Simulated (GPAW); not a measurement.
Crystal: CsLiCr2Te2S3.

```
CELL_PARAMETERS angstrom
3.60358 0.00000 0.00000
-1.80179 3.12079 0.00000
0.00000 0.00000 19.06651
ATOMIC_POSITIONS crystal
Cs 0.00000 0.00000 0.37399
Li 0.66667 0.33333 0.01607
Cr 0.00000 0.00000 0.86637
Cr 0.33333 0.66667 0.16833
Te 0.33333 0.66667 0.53891
Te 0.66667 0.33333 0.77276
S 0.00000 0.00000 0.10030
S 0.33333 0.66667 0.92920
S 0.66667 0.33333 0.23408
```

The cell was built by a generator and needn't be a form met in nature.

Base run:

| Property | Result |
| --- | --- |
| Program | GPAW 26.7.0 |
| Functional | r2SCAN |
| Potentials or basis | GPAW PAW data sets (gpaw-data 1.2.1) |
| Cutoff | 800 eV |
| Basis | pw |
| k mesh | 6 × 6 × 1 |
| Occupations | fermi-dirac, width 0.05 eV |
| Spin | collinear spin, ferromagnetic start |
| Starting moments | [0.0, 0.0, 3.0, 3.0, 0.0, 0.0, 0.0, 0.0, 0.0] μB |

Its results: pressure 0.3 GPa; net moment 5.85 μB per cell; site moments Cs -0.00; Li -0.00; Cr +2.91, +2.88; Te -0.04, -0.14; S -0.06, -0.07 μB; largest force 0.307 eV/Å.

Problem. The run is repeated on the same cell with these changes: functional from r2SCAN to PBE. What comes out?

Solution. Pressure 0.1 GPa; net moment 5.68 μB per cell; site moments Cs -0.00; Li -0.00; Cr +2.68, +2.80; Te -0.00, -0.14; S -0.05, -0.06 μB; largest force 0.131 eV/Å.

Caveats: only a ferromagnetic start was run, and an antiferromagnetic order may lie lower in energy; the PAW data sets were made with another functional, which shifts forces and pressure a little (some runs).
